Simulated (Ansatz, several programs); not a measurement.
LuAlN2, ordered on the rocksalt lattice (P4/mmm) with 4 atoms a cell, relaxed with PBE in Ansatz (plane waves, PAW): the symmetry is P4/mmm (No. 123, tetragonal); a = 3.193 Å, c = 4.512 Å in the conventional setting, 11.50 Å³ an atom. Around Al lie 6 N at 2.26 Å; around N lie 2 Al at 2.26 Å and 4 Lu at 2.26 Å; around Lu lie 6 N at 2.26 Å; around N lie 2 Lu at 2.26 Å and 4 Al at 2.26 Å. The cell was then scaled with its shape and fractional coordinates held, which makes it stiffer than a relaxed compression. The structure was generated, not taken from experiment, and needn't be the ground state; spin polarisation is off.

```csv
V (Å³/atom),E (meV/atom)
10.808,27.22
11.498,0.00
11.843,5.54
12.188,21.39
```

**Question.** Pass a cubic E = c₀ + c₁u + c₂u² + c₃u³, with u = V − 11.584 Å³, through these points.

**Answer.** c₀ = 0.32, c₁ = +7.950, c₂ = 49.121, c₃ = -7.4782 (meV and Å³).

**Question.** Where is the minimum, and what bulk modulus follows?

**Answer.** dE/du = 0 at u = -0.079, so V₀ = 11.50 Å³. B = V₀ d²E/dV² = 11.50 × (2c₂ + 6c₃u) = 11.50 × 101.808 = 1171 meV/Å³, and 1 meV/Å³ is 0.16022 GPa: 188 GPa. A third-order Birch-Murnaghan fit to all five points gives 11.50 Å³ and 186 GPa.

**Question.** Predict the energy and the pressure at the withheld volume, 11.153 Å³.

**Answer.** With u = -0.431: E ≈ 6.62 meV and P = −dE/dV ≈ +6.18 GPa. The run gives 6.52 meV and, from its stress, +6.15 GPa.
